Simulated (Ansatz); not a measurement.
# LiSe: rigid scan of one bond length

How does the energy of LiSe change as one bond is stretched? The task is a rigid scan of one bond length, for LiSe.

All numbers are computed with Ansatz 0.2.0 through its Python package. Level of theory: CCSD(T)/def2-SVP.

**1. The system**

Bond lengths: Li1–Se2 2.400 Å.

The script holds or builds the structure itself.

**2. The code**

scan_lise.py reads:

```python
import ansatz as az
from ase import Atoms
from ase.data import atomic_masses, atomic_numbers
import numpy as np

BASIS_SET = 'def2-SVP'
LEVEL = 'ccsd_t'

atoms = Atoms(['Li', 'Se'], positions=[
    [0.0, 0.0, 0.0],
    [0.0, 0.0, 2.4],
])
mol = az.Crystal.molecule_from_ase(atoms)

symbols = [site.symbol for site in mol.cartesian_sites]
start = np.array([site.position_ang for site in mol.cartesian_sites])
axis = (start[1] - start[0]) / np.linalg.norm(start[1] - start[0])
moving = [1]
lengths, energies = [2.112, 2.208, 2.304, 2.4, 2.496, 2.592, 2.688, 2.832], []
for length in lengths:
    xyz = start.copy()
    xyz[moving] += (length - np.linalg.norm(start[1] - start[0])) * axis
    point = az.Crystal.molecule()
    for symbol, place in zip(symbols, xyz):
        point = point.atom(symbol, place.tolist())
    calc = (
        point.calculation()
        .basis(gaussian=BASIS_SET)
        .correlation(LEVEL, electrons='valence')
        .spin('collinear', total=1)
        .accuracy('medium')
    )
    report = calc.run().report
    energies.append(report['free_energy_ev'])
    print(f'r = {length:6.3f} A  E = {energies[-1]:.5f} eV  <S^2> = {abs(report["mean_field"]["state"]["spin_squared"]):.3f}')

fit = np.polynomial.Polynomial.fit(lengths, np.array(energies) - min(energies), 4).convert()
roots = [r.real for r in fit.deriv().roots() if abs(r.imag) < 1e-9 and fit.deriv(2)(r.real) > 0]
r_e = min(roots, key=lambda r: abs(r - lengths[int(np.argmin(energies))]))
print(f'minimum of the fit at {r_e:.4f} A, force constant {fit.deriv(2)(r_e):.2f} eV/A^2')
m1, m2 = (atomic_masses[atomic_numbers[s]] for s in symbols)
mu = m1 * m2 / (m1 + m2)
print(f'harmonic wavenumber {521.4709 * np.sqrt(fit.deriv(2)(r_e) / mu):.0f} 1/cm, rotational constant {16.857629 / (mu * r_e ** 2):.4f} 1/cm')
```

**3. The input behind the calls**

The package turns the script's settings into the engine's input (first run):

```yaml
crystal:
  periodic: [false, false, false]
  atoms:
    - { symbol: Li, position_ang: [0.0, 0.0, 0.0] }
    - { symbol: Se, position_ang: [0.0, 0.0, 2.112] }
accuracy: medium
basis:
  gaussian:
    orbitals: def2-SVP
magnetization:
  spin_polarized: true
  initial_magnetization: 1.0
correlation:
  method: ccsd_t
  electrons: valence
```

**4. Running it**

Command:

```sh
> python scan_lise.py
```

**Question.** Where along the scan is the Li-Se distance of lowest energy, and how steep are the two sides?

The runs gave:

```
                        quantity     value
bond length at the fit's minimum  2.2956 Å
                   runs compared         8
                 range of energy  0.505 eV
      lowest point, distance (Å)      2.30
```

The lowest point is at 2.304 Å. At the shortest distance (2.11 Å) the energy is 0.13 eV higher, at the longest (2.83 Å) 0.50 eV. Caveats:
- The basis set is modest, and single-reference methods fail as a bond breaks.
- The species is open-shell (spin multiplicity 2).
- The spin state was assumed, and another may lie lower.
